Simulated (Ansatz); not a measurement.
# CH₄Sb radical: basis-set convergence

One table from this session's results is given with a row withheld; the runs are named, their logs left out.

Computed with Ansatz 0.2.0, Gaussian basis. Level: one geometry, several basis sets.

The runs, in order: PBE0-D4/def2-SVP; ωB97M-V/def2-SVP; PBE0-D4/def2-QZVPP; ωB97M-V/def2-QZVPP; the functionals' def2-TZVPP values are taken from earlier runs.

## Structure used throughout

All runs share one geometry, relaxed beforehand with PBE0-D4 in a triple-zeta def2 set. Sb takes the def2 core potential; no spin-orbit term is included.

SMILES `[CH3][SbH]`, 6 atoms, charge 0, spin multiplicity 2.

Atoms are counted from 1 here; the program's logs count them from 0.

Bond lengths: C1–Sb2 2.162 Å, C1–H3 1.090 Å, C1–H4 1.090 Å, C1–H5 1.090 Å, Sb2–H6 1.716 Å. Angles: Sb2–C1–H3 109.9°, Sb2–C1–H4 109.1°, Sb2–C1–H5 109.9°, H3–C1–H4 109.4°, H3–C1–H5 109.1°, H4–C1–H5 109.4°, C1–Sb2–H6 92.8°.

As a file:

```tsv
atom	x (Å)	y (Å)	z (Å)
C1	-0.22218	-0.36418	-0.46391
Sb2	0.24788	0.03110	1.60912
H3	-0.90648	0.39642	-0.84059
H4	-0.69110	-1.34451	-0.54205
H5	0.69023	-0.34962	-1.06047
H6	0.92396	1.56679	1.25159
```

Set-up of the first run:

in.yaml

```yaml
crystal:
  periodic: [false, false, false]
  atoms:
    - {symbol: C, position_ang: [-0.222185, -0.364175, -0.463906]}
    - {symbol: Sb, position_ang: [0.247875, 0.031096, 1.609117]}
    - {symbol: H, position_ang: [-0.906475, 0.396423, -0.840592]}
    - {symbol: H, position_ang: [-0.691102, -1.344515, -0.542049]}
    - {symbol: H, position_ang: [0.690231, -0.349616, -1.060466]}
    - {symbol: H, position_ang: [0.923958, 1.566786, 1.251594]}
basis:
  gaussian: {orbitals: def2-SVP}
magnetization: {spin_polarized: true, initial_magnetization: 1}
hamiltonian: {xc: pbe0, dispersion: d4}
output: {orbitals: {seedname: orbitals}}
```

Steps of the session up to this table: PBE0-D4 in def2-SVP; ωB97M-V in def2-SVP; PBE0-D4 in def2-QZVPP; ωB97M-V in def2-QZVPP.

One table of the session follows, with a row left open; its other results are not shown here.

It belongs to the step «Density functionals: the series». 

```
functional       basis  HOMO (eV)  LUMO (eV)
   PBE0-D4    def2-SVP          ?          ?
   PBE0-D4  def2-TZVPP      -5.91      -2.68
   PBE0-D4  def2-QZVPP      -5.92      -2.69
   ωB97M-V    def2-SVP      -7.79      -0.77
   ωB97M-V  def2-TZVPP      -7.87      -0.99
   ωB97M-V  def2-QZVPP      -7.88      -1.02
```

**Question.** Estimate the row for PBE0-D4, def2-SVP.

**Answer.** HOMO (eV): -5.85; LUMO (eV): -2.60. In the column «HOMO (eV)» it is the highest.
